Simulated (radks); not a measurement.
# Taking charge from the 3d level of Se in fractions

One table from this session's results is given with a row withheld; the runs are named, their logs left out.

Program: radks (a radial shooting solver on a logarithmic mesh, Libxc functionals) version 1. Level of theory: scalar-relativistic Kohn-Sham, PBE, spin-unpolarised, spherical densities, point nucleus. These are calculated values, not measurements, unless marked.

## What is computed

* element: selenium (Z = 34)
* charge: 0
* electrons: 34
* configuration: [Ar] 3d10 4s2 4p4

Outer shells as boxes (Hund's rule):

Se
```
[Ar] core
3d [↑↓][↑↓][↑↓][↑↓][↑↓]
4s [↑↓]
4p [↑↓][↑ ][↑ ]
```

The first run:

The run's settings:

```text
Z 34
configuration [Ar] 3d10 4s2 4p4
relativity scalar-relativistic
functional pbe,pbe
spin unpolarised
nucleus point
c 137.035999084
```

Steps of the session up to this table: Start: [Ar] 3d10 4s2 4p4.

One of the session's tables, all rows but one given; the rest of the session is left out.

It belongs to the step «Start: [Ar] 3d10 4s2 4p4». From the orbitals of this run (lengths in bohr):

| level | <r> | outermost maximum (interpolated) | 90 % within | nodes |
| --- | --- | --- | --- | --- |
| 1s | 0.04408 | 0.0288 | 0.0788 | 0 |
| 2s | 0.1959 | 0.164 | 0.303 | 1 |
| 2p | 0.1711 | 0.132 | 0.279 | 0 |
| 3s | 0.5740 | 0.502 | 0.856 | 2 |
| 3p | ? | ? | ? | ? |
| 3d | 0.6306 | 0.453 | 1.05 | 0 |
| 4s | 1.795 | 1.51 | 2.69 | 3 |
| 4p | 2.302 | 1.81 | 3.59 | 2 |

Q: Estimate the row for 3p from the others.

The run gave: <r>: 0.5896; outermost maximum (interpolated): 0.500; 90 % within: 0.902; nodes: 1. In the column «<r>» it lies between 3s (0.5740) and 3d (0.6306).
